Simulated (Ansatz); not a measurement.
# CH2AlN (SMILES N#[C][AlH2]): HSE06/aug-cc-pVDZ

What is the electronic atomisation energy of CH2AlN at HSE06/aug-cc-pVDZ? 

The calculation is run with Ansatz 0.2.0.

69 further runs of the same task are left out: 69 set aside as unsound or not needed.

**1. The molecule**

CH2AlN: 5 atoms, total charge 0, spin state singlet. SMILES: `N#[C][AlH2]`. Geometry: relaxed at PBE0-D4/def2-TZVP.

Bond lengths: N1–C2 1.154 Å, C2–Al3 1.938 Å, Al3–H4 1.573 Å, Al3–H5 1.572 Å. Angles: N1–C2–Al3 180.0°, C2–Al3–H4 117.0°, C2–Al3–H5 117.0°, H4–Al3–H5 126.1°.

**2. The energy at HSE06/aug-cc-pVDZ**

Contents of input.yaml:

```yaml
crystal:
  periodic: [false, false, false]
  atoms:
    - {symbol: N, position_ang: [1.382300, -1.346000, 1.394200]}
    - {symbol: C, position_ang: [0.714200, -0.698000, 0.711800]}
    - {symbol: Al, position_ang: [-0.407200, 0.390000, -0.434600]}
    - {symbol: H, position_ang: [-1.629700, -0.322900, -1.120200]}
    - {symbol: H, position_ang: [-0.009700, 1.903200, -0.592600]}
basis:
  gaussian: {orbitals: aug-cc-pVDZ}
output: {orbitals: {seedname: orbitals}}
accuracy: high
hamiltonian: {xc: {name: HSE06}}
```

Command:

```sh
ansatz run input.yaml --threads 1 --pin off --max-ram 3480MiB --events-out events.jsonl --progress --plain --runs-dir runs
```

Output:

```text
Warning: RAYON_NUM_THREADS=1 ignored (pool sized by the plan → 1); use --threads N
Functional definition: HSE06
  name "HSE06"
  parameter a = 0.25
  parameter omega = 0.11/bohr
  exchange = pbe_x - a*pbe_x_sr(omega) + a*exact_x_sr(omega)
  correlation = pbe_c
1733 factors; integrals over basis functions are off by at most 3.3e-9 eV
156 factors; integrals over basis functions are off by at most 1.2e-9 eV
mean field evaluation 1: about -9145.2300 eV, gradient 3.9e1 eV
mean field evaluation 2: about -9136.6344 eV, gradient 6.8e1 eV
mean field evaluation 4: about -9149.2368 eV, gradient 5.1e0 eV
mean field evaluation 8: about -9149.2978 eV, gradient 1.2e-2 eV
mean field evaluation 16: about -9149.2978 eV, gradient 2.0e-7 eV
mean field -9149.29784447 eV, -336.2304941676 hartree, gradient 3.1e-8 eV, S^2 0.000000; 0 other end points of the search recorded, 0 dependent functions left out
reference -9149.29785607 eV, -336.2304945938 hartree; 14, 14 occupied and 77, 77 virtual orbitals, 1733 factors
Total energy: -9149.29785607 eV, -336.2304945938 hartree
```

Run time: 5.4 s. Hardware: 1 thread of Arm Neoverse V2, shared host; peak memory 0.25 GiB.

**3. The Al atom**

Contents of job.yaml:

```yaml
crystal:
  periodic: [false, false, false]
  atoms:
    - symbol: Al
      position_ang: [0.000000, 0.000000, 0.000000]
basis:
  gaussian:
    orbitals: aug-cc-pVDZ
magnetization:
  spin_polarized: true
  initial_magnetization: 1
hamiltonian:
  xc: {name: HSE06}
accuracy: high
```

Run the same way, it converges to -242.24071 Eh (log not shown).

**4. The C atom at the same level**

Contents of in.yaml:

```yaml
crystal:
  periodic: [false, false, false]
  atoms:
    - {symbol: C, position_ang: [0.000000, 0.000000, 0.000000]}
basis:
  gaussian:
    orbitals: aug-cc-pVDZ
magnetization:
  spin_polarized: true
  initial_magnetization: 2
hamiltonian:
  xc: {name: HSE06}
accuracy: high
```

Command:

```sh
ansatz run in.yaml --threads 1 --pin off --max-ram 3480MiB --events-out events.jsonl --progress --plain --runs-dir runs
```

Output (excerpt; [...] marks lines left out):

```text
Warning: RAYON_NUM_THREADS=1 ignored (pool sized by the plan → 1); use --threads N
[... 6 set-up lines as earlier in the session ...]
195 factors; integrals over basis functions are off by at most 2.5e-9 eV
51 factors; integrals over basis functions are off by at most 8.6e-10 eV
mean field evaluation 1: about -1028.4055 eV, gradient 4.6e0 eV
mean field evaluation 2: about -1028.5242 eV, gradient 1.7e0 eV
mean field evaluation 4: about -1028.5474 eV, gradient 3.1e-1 eV
mean field evaluation 8: about -1028.5476 eV, gradient 1.6e-4 eV
mean field -1028.54764346 eV, -37.7984287226 hartree, gradient 2.0e-8 eV, S^2 2.003629; 0 other end points of the search recorded, 0 dependent functions left out
reference -1028.54764734 eV, -37.7984288653 hartree; 4, 2 occupied and 19, 21 virtual orbitals, 195 factors
Total energy: -1028.54764734 eV, -37.7984288653 hartree
```

It took 0.44 s on 1 thread of Arm Neoverse V2, shared host.

**5. The H atom, same level**

Contents of run.yaml:

```yaml
crystal:
  periodic: [false, false, false]
  atoms:
    - {symbol: H, position_ang: [0.000000, 0.000000, 0.000000]}
basis:
  gaussian:
    orbitals: aug-cc-pVDZ
accuracy: high
magnetization:
  spin_polarized: true
  initial_magnetization: 1
hamiltonian:
  xc: hse06
```

Command:

```sh
ansatz run run.yaml --threads 1 --pin off --max-ram 3480MiB --events-out events.jsonl --progress --plain --runs-dir runs
```

Output (excerpt; [...] marks lines left out):

```text
Warning: RAYON_NUM_THREADS=1 ignored (pool sized by the plan → 1); use --threads N
[... 6 set-up lines as earlier in the session ...]
42 factors; integrals over basis functions are off by at most 4.4e-8 eV
23 factors; integrals over basis functions are off by at most 2.8e-10 eV
mean field evaluation 1: about -13.6160 eV, gradient 5.7e-2 eV
mean field evaluation 2: about -13.6153 eV, gradient 3.8e-2 eV
mean field evaluation 4: about -13.6153 eV, gradient 6.8e-6 eV
mean field evaluation 8: about -13.6153 eV, gradient 4.3e-11 eV
mean field -13.61528801 eV, -0.5003526057 hartree, gradient 1.9e-8 eV, S^2 0.750000; 0 other end points of the search recorded, 0 dependent functions left out
reference -13.61529384 eV, -0.5003528198 hartree; 1, 0 occupied and 8, 9 virtual orbitals, 42 factors
Total energy: -13.61529384 eV, -0.5003528198 hartree
```

Run time: 0.2 s. Hardware: 1 thread of Arm Neoverse V2, shared host.

**6. The N atom**

Contents of input.yaml:

```yaml
crystal:
  periodic: [false, false, false]
  atoms:
    - {symbol: "N", position_ang: [0.000000, 0.000000, 0.000000]}
basis:
  gaussian:
    orbitals: aug-cc-pVDZ
magnetization:
  spin_polarized: true
  initial_magnetization: 3
hamiltonian:
  xc: hse06
accuracy: high
```

Run the same way, it converges to -54.53179 Eh (log not shown).

**7. Results**

Level: HSE06/aug-cc-pVDZ.

```
                     quantity          value
       molecule: total energy  -336.23049 Eh
        molecule: HOMO energy       -8.83 eV
        molecule: LUMO energy       -2.99 eV
      molecule: HOMO–LUMO gap        5.84 eV
        Al atom: total energy  -242.24071 Eh
                Al atom: ⟨S²⟩          0.757
         C atom: total energy   -37.79843 Eh
                 C atom: ⟨S²⟩          2.004
         H atom: total energy    -0.50035 Eh
                 H atom: ⟨S²⟩          0.750
         N atom: total energy   -54.53179 Eh
                 N atom: ⟨S²⟩          3.753
electronic atomisation energy      17.929 eV
```

Taking the molecule apart into free atoms costs 17.93 eV (413 kcal/mol), before zero-point energy and without spin-orbit coupling.
